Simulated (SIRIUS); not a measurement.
# Si2C (P1) in SIRIUS: single point with PBE

Aim: the single point of Si2C with PBE.

All numbers are computed with SIRIUS 7.10.0; they aren't measurements. Logs are shortened: lines on timing, memory, paths and dates and some standing lists are left out, and cuts for length are marked. The log counts tension as positive stress, the text compression.

## 1. The cell of the first run

The typed cell holds 3 atoms: a = 3.380 Å, b = 3.380 Å, c = 4.653 Å, α = 90.00°, β = 90.00°, γ = 120.00°.

The cell was built by a generator and needn't be a form met in nature.

## 2. Single point, PBE (atoms moved at random, drawn with an rms of 0.05 Å)

Input file sirius.json:

```json
{
  "control": {
    "processing_unit": "cpu",
    "verbosity": 2,
    "num_bands_to_print": 13,
    "print_forces": true,
    "print_stress": true
  },
  "parameters": {
    "electronic_structure_method": "pseudopotential",
    "xc_functionals": ["XC_GGA_X_PBE", "XC_GGA_C_PBE"],
    "gk_cutoff": 9.1,
    "pw_cutoff": 18.2,
    "ngridk": [9, 9, 6],
    "shiftk": [0, 0, 0],
    "smearing": "fermi_dirac",
    "smearing_width": 0.0018374661,
    "num_bands": 13,
    "num_mag_dims": 0,
    "num_dft_iter": 100,
    "energy_tol": 1e-08,
    "density_tol": 1e-06
  },
  "iterative_solver": {
    "type": "davidson",
    "min_tolerance": 1e-09,
    "tolerance_scale": [0.1, 0.25]
  },
  "mixer": {
    "type": "anderson",
    "beta": 0.7,
    "max_history": 8
  },
  "settings": {
    "tol_ne": 1e-10,
    "pseudo_grid_cutoff": 6.5
  },
  "unit_cell": {
    "lattice_vectors": [
      [6.386757782393, 0.0, 0.0],
      [-3.193378900645, 5.531094498581, 0.0],
      [0.0, 0.0, 8.793500842675]
    ],
    "atom_coordinate_units": "lattice",
    "atom_types": ["Si", "C"],
    "atom_files": {
      "C": "C.json",
      "Si": "Si.json"
    },
    "atoms": {
      "Si": [
        [0.319689, 0.656567, 0.749144],
        [0.338381, 0.679617, 0.238818]
      ],
      "C": [
        [-0.009854, -0.009981, -0.008274]
      ]
    }
  }
}
```

Potentials or basis: PseudoDojo 0.4.1 PBE standard (scalar relativistic).

Launch:

```sh
$ upf_to_json C.upf
$ upf_to_json Si.upf
$ OMP_NUM_THREADS=1 sirius.scf --input=sirius.json --output=out.json --task=0
```

Log:

```text
[info] SIRIUS version : 7.10.0
[info] number of MPI ranks           : 1
[info] MPI grid                      : 1 1
[info] maximum number of OMP threads : 1
[fft] FFT context for density and potential
[fft] =====================================
[fft]   comm size                             : 1
[fft]   plane wave cutoff                     : 18.2
[fft]   grid size                             : 40 40 54   total : 86400
[fft]   grid limits                           : -19 20   -19 20   -26 27
[fft]   number of G-vectors within the cutoff : 15821
[fft]   local number of G-vectors             : 15821
[fft]   number of G-shells                    : 1627
[fft] FFT context for coarse grid
[fft] =====================================
[fft]   comm size                             : 1
[fft]   plane wave cutoff                     : 18.2
[fft]   grid size                             : 40 40 54   total : 86400
[fft]   grid limits                           : -19 20   -19 20   -26 27
[fft]   number of G-vectors within the cutoff : 15821
[fft]   local number of G-vectors             : 15821
[fft]   number of G-shells                    : 1627
[unit cell] lattice vectors
[unit cell]   a1 :       6.3867577824      0.0000000000      0.0000000000
[unit cell]   a2 :      -3.1933789006      5.5310944986      0.0000000000
[unit cell]   a3 :       0.0000000000      0.0000000000      8.7935008427
[unit cell] reciprocal lattice vectors
[unit cell]   b1 :       0.9837832467      0.5679875228     -0.0000000000
[unit cell]   b2 :       0.0000000000      1.1359750423      0.0000000000
[unit cell]   b3 :       0.0000000000     -0.0000000000      0.7145260369
[unit cell] unit cell volume :       310.63710766 [a.u.^3]
[unit cell] 1/sqrt(omega)    :         0.05673791
[unit cell] MT volume        :         0.00000000 ( 0.00%)
[unit cell] IT volume        :       310.63710766 (100.00%)
[unit cell] number of atom types : 2
[unit cell] type id : 0 symbol : Si mt_radius :  15.090000 num_atoms : 2
[unit cell] type id : 1 symbol :  C mt_radius :  12.470000 num_atoms : 1
[unit cell] total number of atoms : 3
[unit cell] number of symmetry classes : 3
[unit cell] number of PAW atoms : 0
[unit cell] atom id  type id  class id             position                      vector_field
[unit cell] ------------------------------------------------------------------------------------------
[unit cell]      0        0        0      0.31969   0.65657   0.74914      0.00000   0.00000   0.00000
[unit cell]      1        0        1      0.33838   0.67962   0.23882      0.00000   0.00000   0.00000
[unit cell]      2        1        2     -0.00985  -0.00998  -0.00827      0.00000   0.00000   0.00000
[unit cell] atom id         position (Cartesian, a.u.)
[unit cell] ---------------------------------------------
[unit cell]      0      -0.054891    3.631534    6.587598
[unit cell]      1      -0.009117    3.759026    2.100046
[unit cell]      2      -0.031062   -0.055206   -0.072757
[unit cell] class id : 0 atom id : 0
[unit cell] class id : 1 atom id : 1
[unit cell] class id : 2 atom id : 2
[unit cell] minimum bond length:     4.210307
[unit cell] total number of pseudo wave-functions: 12
[sym] space group number   : 1
[sym] international symbol : P1
[sym] Hall symbol          : P 1
[sym] space group transformation matrix :
[sym]   1.0000 -1.0000  0.0000
[sym]   0.0000 -1.0000  0.0000
[sym]   0.0000 -0.0000 -1.0000
[sym] space group origin shift :
[sym]   0.0000  0.0000  0.0000
[sym] number of space group operations  : 1
[sym] number of magnetic group operations : 1
[sym] metric tensor error: 0.0000e+00
[sym] rotation matrix error: 6.9544e-17
[sym] symmetry operations
[... list of symmetry operations ...]
[atom type] label          : Si
[atom type] --------------------------------------------------------------------------------
[atom type] symbol         : Si
[atom type] name           :
[atom type] zn             : 4
[atom type] mass           : 0
[atom type] mt_radius      : 15.09
[atom type] num_mt_points  : 1510
[atom type] grid_origin    : 0
[atom type] grid_name      : external
[... 200 lines left out ...]
[find] band gap (eV)                  :       0.00000000
[find] Efermi                         :       0.29074905
[find] iteration : 3, RMS : 7.475497676219e-04, energy difference : 3.295164997397e-05
[find] Hartree energy of density residual : 5.840101125602e-04
[find] | SCF iteration   4 out of 100|
[diagonalize] iterative solver tolerance (occupied, empty): 1.5295e-05 1.5295e-05
[... 38 lines left out ...]
[find] Free energy (E-TS)             :     -14.34396706 (Ha),     -28.68793412 (Ry)
[find] band gap (eV)                  :       0.00000000
[find] Efermi                         :       0.28858401
[find] iteration : 8, RMS : 1.457154496330e-06, energy difference : -1.911905300744e-08
[find] Hartree energy of density residual : 6.054969746202e-10
[find] | SCF iteration   9 out of 100|
[diagonalize] iterative solver tolerance (occupied, empty): 1.49365e-08 1.49365e-08
[diagonalize] average number of iterations: 3.35656
[find] Total energy                   :     -14.34369892 (Ha),     -28.68739784 (Ry)
[find] Free energy (E-TS)             :     -14.34396707 (Ha),     -28.68793413 (Ry)
[find] band gap (eV)                  :       0.00000000
[find] Efermi                         :       0.28858251
[find] iteration : 9, RMS : 8.377891058107e-07, energy difference : -8.714927446363e-09
[find] Hartree energy of density residual : 2.813303858520e-10
[find] bands are converged : true
[find] iterative solver converged : false
[find] +------------------------------+
[find] | SCF iteration  10 out of 100|
[find] +------------------------------+
[diagonalize] iterative solver tolerance (occupied, empty): 3.73412e-09 3.73412e-09
[diagonalize] average number of iterations: 3.67623
[diagonalize] Lowest band energies
[diagonalize] ik:    0   -0.265209    0.015474    0.018327    0.187867    0.197519    0.255702    0.380958    0.391094    0.427675    0.513197    0.516498    0.529207    0.590999
[diagonalize] ik:    1   -0.258699    0.018677    0.025174    0.140048    0.185064    0.293198    0.370382    0.398280    0.401597    0.504363    0.510152    0.534959    0.565541
[diagonalize] ik:    2   -0.239460    0.016846    0.045357    0.082202    0.164139    0.289680    0.340564    0.374222    0.422868    0.480323    0.492305    0.497947    0.592749
[diagonalize] ik:    3   -0.208795   -0.029119    0.077239    0.079811    0.145679    0.253710    0.271929    0.357495    0.433897    0.459973    0.482289    0.509901    0.619985
[diagonalize] ik:    4   -0.173201   -0.082234    0.097459    0.113773    0.135650    0.214896    0.224535    0.335564    0.434201    0.448955    0.474225    0.530603    0.638511
[diagonalize] ...
[diagonalize] ik:  239   -0.150382   -0.073468    0.001947    0.097155    0.113328    0.270535    0.317684    0.371713    0.414130    0.458564    0.486627    0.551099    0.573872
[diagonalize] ik:  240   -0.162318   -0.063409   -0.008855    0.103429    0.143074    0.280646    0.314099    0.344469    0.404872    0.459400    0.492703    0.544945    0.568139
[diagonalize] ik:  241   -0.174531   -0.039018   -0.020452    0.118625    0.127339    0.277701    0.321312    0.364745    0.395014    0.469209    0.485647    0.545942    0.585220
[diagonalize] ik:  242   -0.179774   -0.025508   -0.020877    0.095547    0.144734    0.251730    0.367217    0.369112    0.389421    0.452101    0.484111    0.544398    0.620808
[diagonalize] ik:  243   -0.176303   -0.033635   -0.020888    0.115634    0.129417    0.274935    0.316333    0.362714    0.395495    0.474615    0.483903    0.549576    0.584704
[find] Charges and magnetic moments
[find] --------------------------------------------------------------------------------
[find] total charge          : 12.000000
[find] Energy
[find] --------------------------------------------------------------------------------
[find] valence_eval_sum               :       0.63000544
[find] <rho|V^{XC}>                   :      -5.36345629
[find] <rho|E^{XC}>                   :      -5.06045494
[find] <mag|B^{XC}>                   :       0.00000000
[find] <rho|V^{H}>                    :       3.57959067
[find] one-electron contribution      :       2.41387106 (Ha),       4.82774212 (Ry)
[find] hartree contribution           :       1.78979533
[find] xc contribution                :      -5.06045494
[find] ewald contribution             :     -13.48691276
[find] PAW contribution               :       0.00000000
[find] smearing (-TS)                 :      -0.00026814
[find] SCF correction                 :       0.00000238
[find] Total energy                   :     -14.34369893 (Ha),     -28.68739785 (Ry)
[find] Free energy (E-TS)             :     -14.34396707 (Ha),     -28.68793413 (Ry)
[find] band gap (eV)                  :       0.00000000
[find] Efermi                         :       0.28858453
[find] iteration : 10, RMS : 1.081306580305e-07, energy difference : -6.913165151445e-09
[find] Hartree energy of density residual : 2.981111618188e-12
[find] bands are converged : true
[find] iterative solver converged : true
[find] converged after 11 SCF iterations!
[find] Charges and magnetic moments
[find] --------------------------------------------------------------------------------
[find] total charge          : 12.000000
[find] Energy
[find] --------------------------------------------------------------------------------
[find] valence_eval_sum               :       0.63000544
[find] <rho|V^{XC}>                   :      -5.36345629
[find] <rho|E^{XC}>                   :      -5.06045494
[find] <mag|B^{XC}>                   :       0.00000000
[find] <rho|V^{H}>                    :       3.57959067
[find] one-electron contribution      :       2.41387106 (Ha),       4.82774212 (Ry)
[find] hartree contribution           :       1.78979533
[find] xc contribution                :      -5.06045494
[find] ewald contribution             :     -13.48691276
[find] PAW contribution               :       0.00000000
[find] smearing (-TS)                 :      -0.00026814
[find] SCF correction                 :       0.00000238
[find] Total energy                   :     -14.34369893 (Ha),     -28.68739785 (Ry)
[find] Free energy (E-TS)             :     -14.34396707 (Ha),     -28.68793413 (Ry)
[find] band gap (eV)                  :       0.00000000
[find] Efermi                         :       0.28858453
[ground_state] === stress tensor components [kbar] ===
[ground_state] === stress_kin ===
[ground_state] -4144.815946   -0.603536   -2.970779
[ground_state]    -0.603536-4174.690867   -7.960254
[ground_state]    -2.970779   -7.960254-4222.619377
[ground_state] === stress_har ===
[ground_state]  -991.869757    0.343544    2.773553
[ground_state]     0.343544 -944.550117    6.650581
[ground_state]     2.773553    6.650581  241.271789
[ground_state] === stress_ewald ===
[ground_state]  4038.505600    1.695363   23.902397
[ground_state]     1.695363 4273.190060   56.134266
[ground_state]    23.902397   56.134266 4462.007511
[ground_state] === stress_vloc ===
[ground_state]  1369.607743   -1.976026  -27.833394
[ground_state]    -1.976026 1107.268237  -66.227375
[ground_state]   -27.833394  -66.227375 -454.571067
[ground_state] === stress_xc ===
[ground_state]   313.209869    0.007908    0.149685
[ground_state]     0.007908  314.074152    0.356401
[ground_state]     0.149685    0.356401  307.013647
[ground_state] === stress_core ===
[ground_state]  1046.552517    0.000583   -0.184715
[ground_state]     0.000583 1046.195581   -0.409695
[ground_state]    -0.184715   -0.409695 1062.680225
[ground_state] === stress_nonloc ===
[ground_state] -1396.039572   -0.022057    0.457664
[ground_state]    -0.022057-1392.395802    1.139615
[ground_state]     0.457664    1.139615-1504.086190
[ground_state] === stress_us_nl ===
[ground_state] -1396.039572   -0.022057    0.457664
[ground_state]    -0.022057-1392.395802    1.139615
[ground_state]     0.457664    1.139615-1504.086190
[ground_state] === stress_total ===
[ground_state]   235.150454   -0.554220   -3.705588
[ground_state]    -0.554220  229.091244  -10.316461
[ground_state]    -3.705588  -10.316461 -108.303461
[ground_state] ==== total Forces in Ha/bohr =====
[ground_state] atom:    0, force:      -0.0009740     -0.0036682     -0.0232829
[ground_state] atom:    1, force:       0.0010091      0.0020660      0.0244225
[ground_state] atom:    2, force:      -0.0000351      0.0016018     -0.0011392
[ground_state] ==== ultrasoft contribution from Qij =====
[ground_state] atom:    0, force:       0.0000000      0.0000000      0.0000000
[ground_state] atom:    1, force:       0.0000000      0.0000000      0.0000000
[ground_state] atom:    2, force:       0.0000000      0.0000000      0.0000000
[ground_state] ==== non-local contribution from Beta-projector =====
[ground_state] atom:    0, force:      -0.0007927     -0.0036227      0.0283102
[ground_state] atom:    1, force:       0.0009008      0.0013948     -0.0268869
[ground_state] atom:    2, force:       0.0002763     -0.0049423     -0.0021725
[ground_state] ==== contribution from local potential =====
[ground_state] atom:    0, force:      -0.0004161      0.0173999      0.9199554
[ground_state] atom:    1, force:       0.0005141      0.0144148     -0.9177582
[ground_state] atom:    2, force:      -0.0004624     -0.0249581     -0.0014664
[ground_state] ==== contribution from core density =====
[ground_state] atom:    0, force:       0.0000340      0.0002689     -0.0006280
[ground_state] atom:    1, force:      -0.0000387      0.0000112      0.0005781
[ground_state] atom:    2, force:      -0.0000152      0.0000333      0.0000680
[ground_state] ==== Ewald forces from ions =====
[ground_state] atom:    0, force:       0.0002008     -0.0177144     -0.9709202
[ground_state] atom:    1, force:      -0.0003670     -0.0137548      0.9684893
[ground_state] atom:    2, force:       0.0001662      0.0314691      0.0024309
[~DFT_ground_state] local op. applied: 96260
[~DFT_ground_state] evp. work count: 32569.1
[~DFT_ground_state] number of iterative solver steps: 11249
```

Wall time 3.6 min (1 thread of Arm Neoverse V2, shared host); peak memory 1.7 GiB.

Results:

```
Free energy            : -390.3192 eV
Pressure               : -11.9 GPa
Largest force          : 1.261 eV/Å
Band gap on the k mesh : none (metal or under the smearing width)
```

Forces in eV/Å, atoms in the order of the input:
```
Si  -0.050 -0.189 -1.197
Si   0.052  0.106  1.256
C   -0.002  0.082 -0.059
```
